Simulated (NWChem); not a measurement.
# SnHClOF2 (SMILES [OH][Sn]([F])([F])[Cl]) at 3 levels

Wanted: a comparison of 3 runs (HF/STO-3G, HF/3-21G, wB97X/def2-SVP) of SnHClOF2. 

The calculation is run with NWChem 7.3.0.

## (1) Starting point

The species is SnHClOF2 (6 atoms), meant as a singlet with charge 0. As SMILES, `[OH][Sn]([F])([F])[Cl]`. The shape is that of a PBE0-D4/def2-TZVP optimisation. This is one conformer, not always the lowest.

Bond lengths: O1–Sn2 1.922 Å, Sn2–F3 1.884 Å, Sn2–F4 1.892 Å, Sn2–Cl5 2.279 Å, O1–H6 0.962 Å. Angles: O1–Sn2–F3 106.5°, O1–Sn2–F4 110.4°, O1–Sn2–Cl5 114.9°, F3–Sn2–F4 106.2°, F3–Sn2–Cl5 110.3°, F4–Sn2–Cl5 108.2°, Sn2–O1–H6 113.6°.

## (2) Energy and gradient at HF/STO-3G (run 1)

Contents of geom.xyz:

```xyz
6

O     -0.464000     0.283900     1.476300
Sn     0.252400    -0.175700    -0.247500
F      1.982500    -0.856500     0.056700
F     -0.743300    -1.587100    -1.019700
Cl     0.329400     1.540600    -1.744400
H     -1.315000     0.730600     1.432500
```

Contents of geom.nw:

```
start geom
memory total 2200 mb
charge 0
geometry units angstrom noautosym nocenter noautoz
   load geom.xyz
end
basis spherical bse
   * library STO-3G
end
scf
   thresh 1e-08
   maxiter 80
   print low
end
task scf gradient
```

Launch:

```sh
nwchem geom.nw > geom.out
```

The log of the run:

```text
[...]
  functions       =    52
[...]
  wavefunction    = RHF
[...]
         Total SCF energy =  -6688.472276628717
      One-electron energy = -10626.459532538194
      Two-electron energy =   3251.349341369782
 Nuclear repulsion energy =    686.637914539696
        Time for solution =      6.9s
[...]
                         RHF ENERGY GRADIENTS
    atom               coordinates                        gradient
                 x          y          z           x          y          z
   1 O      -0.876833   0.536493   2.789802   -0.030349   0.013571   0.006540
   2 Sn      0.476967  -0.332025  -0.467707    0.003360   0.022258  -0.012828
   3 F       3.746382  -1.618550   0.107147    0.007551  -0.005390   0.002027
   4 F      -1.404633  -2.999184  -1.926954   -0.005632  -0.011165  -0.004255
   5 Cl      0.622476   2.911312  -3.296438    0.000214  -0.006401   0.003683
   6 H      -2.484990   1.380634   2.707032    0.024855  -0.012873   0.004833
 Task  times  cpu:       10.7s     wall:       10.7s
 Total times  cpu:       10.8s     wall:       10.8s
```

Run time: 11 s. Hardware: 1 thread of Intel Xeon Platinum 8375C at 2.90GHz (Ice Lake), shared host; peak memory 0.1 GiB.

## (3) Energy and forces at HF/3-21G (run 2)

Contents of job.xyz:

```xyz
6

O     -0.464000     0.283900     1.476300
Sn     0.252400    -0.175700    -0.247500
F      1.982500    -0.856500     0.056700
F     -0.743300    -1.587100    -1.019700
Cl     0.329400     1.540600    -1.744400
H     -1.315000     0.730600     1.432500
```

Contents of job.nw:

```
start job
memory 2200 mb
charge 0

geometry noautosym nocenter noautoz
  load job.xyz
end

basis "ao basis" spherical bse
  * library 3-21G
end

scf
  thresh 1e-08
  maxiter 80
  print medium
end

task scf gradient
```

Launch:

```sh
nwchem job.nw > job.out
```

The log of the run:

```text
[...]
  functions       =    73
[...]
  wavefunction    = RHF
[...]
         Total SCF energy =  -6726.558920799701
      One-electron energy = -10653.528663412852
      Two-electron energy =   3240.331828073454
 Nuclear repulsion energy =    686.637914539696
        Time for solution =      8.3s
[...]
                         RHF ENERGY GRADIENTS
    atom               coordinates                        gradient
                 x          y          z           x          y          z
   1 O      -0.876833   0.536493   2.789802   -0.001632   0.001872   0.021527
   2 Sn      0.476967  -0.332025  -0.467707   -0.008980   0.043594  -0.025351
   3 F       3.746382  -1.618550   0.107147    0.012643  -0.003916   0.003620
   4 F      -1.404633  -2.999184  -1.926954   -0.008598  -0.011914  -0.007720
   5 Cl      0.622476   2.911312  -3.296438   -0.000450  -0.025441   0.020692
   6 H      -2.484990   1.380634   2.707032    0.007016  -0.004196  -0.012767
[...]
```

It took 13 s on 1 thread of Intel Xeon Platinum 8375C at 2.90GHz (Ice Lake), shared host; peak memory 0.1 GiB.

## (4) Energy and gradient at wB97X/def2-SVP (core potential) (run 3)

Contents of clf2hosn.nw:

```
start clf2hosn
title "ClF2HOSn"
memory total 2200 mb
charge 0

geometry units bohr noautosym nocenter noautoz
  O     -0.87683292     0.53649325     2.78980268
  Sn     0.47696687    -0.33202488    -0.46770722
  F      3.74638204    -1.61855043     0.10714747
  F     -1.40463343    -2.99918433    -1.92695373
  Cl     0.62247579     2.91131207    -3.29643825
  H     -2.48498985     1.38063391     2.70703267
end

basis "ao basis" spherical bse
  * library def2-SVP
end

ecp bse
  Sn library def2-SVP
end

dft
  xc wb97x
  grid fine
  convergence energy 1e-08
  maxiter 100
  mulliken
  print low
end

task dft gradient
```

Launch:

```sh
nwchem clf2hosn.nw > clf2hosn.out
```

The log of the run:

```text
[...]
 d= 0,ls=0.0,diis     1   -949.5674191632 -1.32D+03  1.78D-02  1.35D+00     4.7
[...]
 d= 0,ls=0.0,diis    10   -949.7227208798 -4.02D-09  1.09D-06  3.80D-09    46.7
         Total DFT energy =     -949.722720879849
      One electron energy =    -2126.168058440161
           Coulomb energy =      885.638896290091
    Exchange-Corr. energy =      -76.368038785380
 Nuclear repulsion energy =      367.174480055601
[...]
      Total Density - Mulliken Population Analysis
     ---------------------------------------------
    Atom       Charge   Shell Charges
 -----------   ------   -------------------------------------------------------
    1 O    8     8.45   1.99  1.07  0.69  2.84  1.86  0.01
    2 Sn  22    20.72   0.41  1.61  0.88 -0.00  2.75  3.26  1.11  0.28  9.77  0.65
    3 F    9     9.40   1.99  1.12  0.83  3.32  2.14  0.00
    4 F    9     9.41   1.99  1.12  0.83  3.32  2.15  0.00
    5 Cl  17    17.23   2.00  1.98  1.25  0.71  5.93  2.15  3.20  0.02
    6 H    1     0.79   0.67  0.05  0.07
[...]
                         DFT ENERGY GRADIENTS
    atom               coordinates                        gradient
                 x          y          z           x          y          z
   1 O      -0.876833   0.536493   2.789803    0.002491  -0.002084  -0.008425
   2 Sn      0.476967  -0.332025  -0.467707    0.001396  -0.004775   0.000907
   3 F       3.746382  -1.618550   0.107147   -0.012684   0.004848  -0.001898
   4 F      -1.404633  -2.999184  -1.926954    0.006683   0.009320   0.005367
   5 Cl      0.622476   2.911312  -3.296438   -0.000217  -0.006067   0.005147
   6 H      -2.484990   1.380634   2.707033    0.002330  -0.001244  -0.001097
 Task  times  cpu:       67.8s     wall:       67.8s
 Total times  cpu:       67.8s     wall:       67.8s
```

It took 68 s on 1 thread of Intel Xeon Platinum 8375C at 2.90GHz (Ice Lake), shared host; peak memory 0.14 GiB.

## (5) All runs side by side

```
run                            level  iteration cap  module   energy (Eh)  largest force (eV/Å)  wall time
  1                        HF/STO-3G             80     scf  -6688.472277                 1.742       11 s
  2                         HF/3-21G             80     scf  -6726.558921                 2.634       13 s
  3  wB97X/def2-SVP (core potential)            100     dft   -949.722721                 0.705       68 s
```

## (6) Results

| quantity | value |
| --- | --- |
| run 3: total energy | -949.72272 Eh |
| run 3: largest force on an atom | 0.705 eV/Å |

In words: Some runs of one species differ in core potentials or relativity; totals across that change don't compare. In run 1 the basis is minimal, so the values are rough. In runs 1, 2 relativity is left out where basis or elements ask for it. All runs together took 93 s, the longest 68 s.
